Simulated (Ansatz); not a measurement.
**AsH3 (singlet): wave-function methods side by side at distance As1–H4 = 1.351 Å, 6-31G**

The task here is to estimate one member of a computed series from the others.

Method: 6-31G, core rule «outside noble gas», up to 14 orbitals frozen; program: Ansatz 0.2.0, Gaussian basis.

The runs, in order: UHF; CCSD(T) on RHF; BCCD(T) on RHF; CISD; CCSDT(Q) on RHF; CCSDTQ on RHF; CASSCF and MRCISD+Q, 2 electrons in 2 orbitals; CASSCF and NEVPT2, 2 electrons in 2 orbitals; CASSCF and MRCISD+Q, 8 electrons in 7 orbitals; CASSCF and NEVPT2, 8 electrons in 7 orbitals; Full CI.

20 further runs of the same task are left out: 15 that didn't finish, 5 set aside as unsound or not needed.

## The geometry

The geometry derives from a PBE0/def2-TZVP stationary point (not a proven minimum). One bond is set to the value named and the two fragments are kept rigid. No spin-orbit coupling is included. The filled d shell of As may be among the frozen orbitals whatever the setting's name suggests; the logs give the count.

4 atoms, charge 0, spin multiplicity 1.

Atoms are counted from 1 here; the program's logs count them from 0.

Bond lengths: As1–H2 1.522 Å, As1–H3 1.522 Å, As1–H4 1.351 Å. Angles: H2–As1–H3 92.0°, H2–As1–H4 92.0°, H3–As1–H4 92.0°.

Coordinates:

```mol
AsH3
  3D, bonds by distance, orders not assigned

  4  3  0  0  0  0  0  0  0  0999 V2000
   -0.0007   -0.0016   -0.0317 As  0  0
    1.2584    0.0124    0.8227 H   0  0
   -0.6498    1.0852    0.8128 H   0  0
   -0.5548   -0.9801    0.7172 H   0  0
  1  2  8  0
  1  3  8  0
  1  4  8  0
M  END
```

Set-up of the first run:

in.yaml reads:

```yaml
crystal:
  periodic: [false, false, false]
  atoms:
    - {symbol: As, position_ang: [-0.000725, -0.001581, -0.031652]}
    - {symbol: H, position_ang: [1.258388, 0.012394, 0.822731]}
    - {symbol: H, position_ang: [-0.649763, 1.085221, 0.812825]}
    - {symbol: H, position_ang: [-0.554766, -0.980095, 0.717180]}
basis:
  gaussian: {orbitals: 6-31G}
magnetization: {spin_polarized: true, initial_magnetization: 0}
hamiltonian: {xc: hf}
output: {orbitals: {seedname: orbitals}}
```

Launch:

```bash
> ansatz run in.yaml --threads 1 --pin off --events-out ev --progress --plain --max-ram 2393MiB
```

Steps of the session up to this table: UHF; CCSD(T) on RHF; BCCD(T) on RHF; CISD; CCSDT(Q) on RHF; CCSDTQ on RHF; CASSCF and MRCISD+Q, 2 electrons in 2 orbitals; CASSCF and NEVPT2, 2 electrons in 2 orbitals; CASSCF and MRCISD+Q, 8 electrons in 7 orbitals; CASSCF and NEVPT2, 8 electrons in 7 orbitals; Full CI.

One table of the session follows, with a row left open; its other results are not shown here.

```
          method  from FCI (meV)
             RHF         +2285.8
            RMP2          +601.7
            CISD          +109.8
           RCCSD           +29.2
        RCCSD(T)            +6.6
         BCCD(T)            +6.6
          RCCSDT            +1.1
       RCCSDT(Q)            +0.2
         RCCSDTQ             0.0
     CASSCF pair         +1815.4
     NEVPT2 pair          +481.5
     MRCISD pair               ?
   MRCISD+Q pair            -9.0
  CASSCF valence          +819.7
  NEVPT2 valence          +202.1
  MRCISD valence           +23.8
MRCISD+Q valence           +10.9
             FCI               0
```

Q: Estimate the row for MRCISD pair from the others.

The run gave: from FCI (meV): +68.0. In the column «from FCI (meV)» it lies between RCCSD (+29.2) and CISD (+109.8).

Limits of these values: MRCISD+Q pair falls below full CI: the +Q correction isn't variational, and the cores differ from full CI's.
